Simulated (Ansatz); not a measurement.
# Rh: the cost of one run

Method: DFT r2SCAN, scalar-relativistic, plane waves, PAW, in Ansatz 0.2.0.

**1. The structure to begin with**

The structure is cubic, space group Fm-3m (No. 225). The conventional cell has a = 3.803 Å, b = 3.803 Å, c = 3.803 Å, α = 90.00°, β = 90.00°, γ = 90.00°. Rh (site symmetry m-3m) has 12 Rh at 2.69 Å as nearest neighbours.

Coordinates:

```
Rh
1.0
     0.00000    1.90155    1.90155
     1.90155    0.00000    1.90155
     1.90155    1.90155    0.00000
Rh
1
Direct
  0.00000 0.00000 0.00000
```

No relaxation comes first: the listed cell is the starting point.

**2. The reference cell**

The reference gives a free energy of -6415.2803 eV, pressure -0.63 GPa, largest force 0.000 eV/Å and gap on the mesh none (metal). It was computed beforehand with the settings of the runs below.

**3. Next: biaxial against axial strain**

The cell is strained by p along both x and y and by q along z, with fractional coordinates fixed.

**4. Point p = -0.030, q = -0.030**

input.yaml

```yaml
crystal:
  lattice:
    - [0.0, 1.8445035, 1.8445035]
    - [1.8445035, 0.0, 1.8445035]
    - [1.8445035, 1.8445035, 0.0]
  atoms:
    - { symbol: Rh, position: [0.0, 0.0, 0.0] }
basis:
  ecutwfc: 500
kpoints:
  mp_grid: { grid: [22, 22, 22] }
hamiltonian:
  xc: r2scan
scf:
  occupations: { method: gaussian, width: 0.15 }
output:
  forces: true
  stress: true
  eigenvalues: true
```

On the command line:

```sh
$ ansatz run input.yaml --threads 1 --pin off --max-ram 2560MiB --backend cpu --events-out ev --progress --plain --runs-dir out
```

**Question.** How long does this run take on 1 thread of Intel Xeon at 2.70GHz, shared host, and how much memory does it need?

About 4.4 s, with a peak of 0.4 GiB.
